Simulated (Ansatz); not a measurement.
# Si (silicon): the cost of one run

Computed with Ansatz 0.2.0 (DFT r2SCAN, scalar-relativistic, plane waves, PAW, unless a step's input says otherwise).

### Step 1. Starting point

It takes space group Ia-3 (No. 206, cubic). Conventional cell: a = 6.636 Å, b = 6.636 Å, c = 6.636 Å, α = 90.00°, β = 90.00°, γ = 90.00°. Si (site symmetry 3) is surrounded by 4 Si at 2.31 to 2.39 Å.

Coordinates:

```cif
data_structure
_symmetry_space_group_name_H-M 'P 1'
_symmetry_Int_Tables_number 1
_cell_length_a 5.7469
_cell_length_b 5.7469
_cell_length_c 5.7469
_cell_angle_alpha 109.471
_cell_angle_beta 109.471
_cell_angle_gamma 109.471
_cell_volume 146.11
loop_
_atom_site_label
_atom_site_type_symbol
_atom_site_fract_x
_atom_site_fract_y
_atom_site_fract_z
_atom_site_occupancy
Si1 Si 0.20060 0.20060 0.20060 1
Si2 Si 0.50000 0.00000 0.29940 1
Si3 Si 0.29940 0.50000 0.00000 1
Si4 Si 0.00000 0.29940 0.50000 1
Si5 Si 0.79940 0.79940 0.79940 1
Si6 Si 0.50000 0.00000 0.70060 1
Si7 Si 0.70060 0.50000 0.00000 1
Si8 Si 0.00000 0.70060 0.50000 1
```

The structure rests on an entry of the Crystallography Open Database; cell or positions may have been set otherwise for this series.

### Step 2. Relaxing cell and atoms: Si (silicon), no spin

Input file input.yaml:

```yaml
crystal:
  lattice:
    - [-3.318, 3.318, 3.318]
    - [3.318, -3.318, 3.318]
    - [3.318, 3.318, -3.318]
  atoms:
    - { symbol: Si, position: [0.2006, 0.2006, 0.2006] }
    - { symbol: Si, position: [0.5, 0.0, 0.2994] }
    - { symbol: Si, position: [0.2994, 0.5, 0.0] }
    - { symbol: Si, position: [0.0, 0.2994, 0.5] }
    - { symbol: Si, position: [0.7994, 0.7994, 0.7994] }
    - { symbol: Si, position: [0.5, 0.0, 0.7006] }
    - { symbol: Si, position: [0.7006, 0.5, 0.0] }
    - { symbol: Si, position: [0.0, 0.7006, 0.5] }
scf:
  occupations: { method: gaussian, width: 0.03 }
output:
  forces: true
  stress: true
  eigenvalues: true
  write_density: true
  write_potential: true
  elf: true
  volumetric_format: npy
hamiltonian:
  xc: r2scan
kpoints:
  mp_grid: { grid: [10, 10, 10] }
basis:
  ecutwfc: 400
relax:
  f_tol: 0.002
  max_steps: 80
  cell: { stress_tol: 0.02 }
```

On the command line:

```
ansatz run input.yaml --threads 4 --pin off --max-ram 8192MiB --backend cpu --events-out ev --progress --plain --runs-dir out
```

Q: Estimate wall time and peak memory on 4 threads of AMD EPYC 9R14 (Zen 4), shared host.

About 11 s, with a peak of 0.83 GiB.
